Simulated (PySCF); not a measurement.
# C5H10NPSi: the cost of one run

Programs: PySCF 2.14.0, with density-fitted response routines of our own. Each step states its level of theory. These are calculated values for one molecule in the gas phase, unless marked as measured. Atoms are numbered from 0 throughout.

### 1 The starting structure

18 atoms, charge 0, multiplicity 1; geometry from: GFN2-xTB.

Bonds of the start (Å): C0–N1 1.42, N1–C2 1.26, C2–C3 1.41, C3–C4 1.21, C4–Si5 1.85, Si5–C6 1.90, Si5–P7 2.26, C0–H8 1.09, C0–H9 1.10, C0–H10 1.09, C2–H11 1.10, Si5–H12 1.47, C6–H13 1.09, C6–H14 1.09, C6–H15 1.09, P7–H16 1.38, P7–H17 1.38.

### 2 TDDFT and polarisability: wB97X-D/def2-SVPD

The job: settings as JSON, then the geometry in Å.

```
{"job": {"kind": "uv", "xc": "wB97X-D", "basis": "def2-SVPD", "nstates": 8, "ntriplets": 3}, "charge": 0, "multiplicity": 1}
C      4.107648     0.539332     0.896072
N      2.703909     0.312336     0.860448
C      2.138086    -0.014681    -0.218643
C      0.747145    -0.241076    -0.287039
C     -0.440340    -0.458782    -0.385369
Si    -2.277728    -0.667496    -0.514004
C     -2.993496    -0.887030     1.233513
P     -3.247340     1.128700    -1.475077
H      4.277228     1.546839     1.279601
H      4.603980     0.428518    -0.079253
H      4.546667    -0.160253     1.609840
H      2.676786    -0.140819    -1.174033
H     -2.539049    -1.826315    -1.381951
H     -4.074893    -0.986156     1.199603
H     -2.589784    -1.775318     1.708549
H     -2.757816    -0.036675     1.867743
H     -2.361940     1.180109    -2.536915
H     -2.527822     2.065086    -0.754423
```

With the program's defaults for keys left out, this is: TDDFT wB97X-D/def2-SVPD, vertical, gas phase, core orbitals frozen in the response.

The run is started by

```console
OMP_NUM_THREADS=1 python probes_run.py task.json out
```

The driver reads the jobs from task.json and runs them one after another.

Q: Estimate the wall time and peak memory of this job on 1 thread of Arm Neoverse V2, shared host.

About 73 s, with a peak of 1.1 GiB.
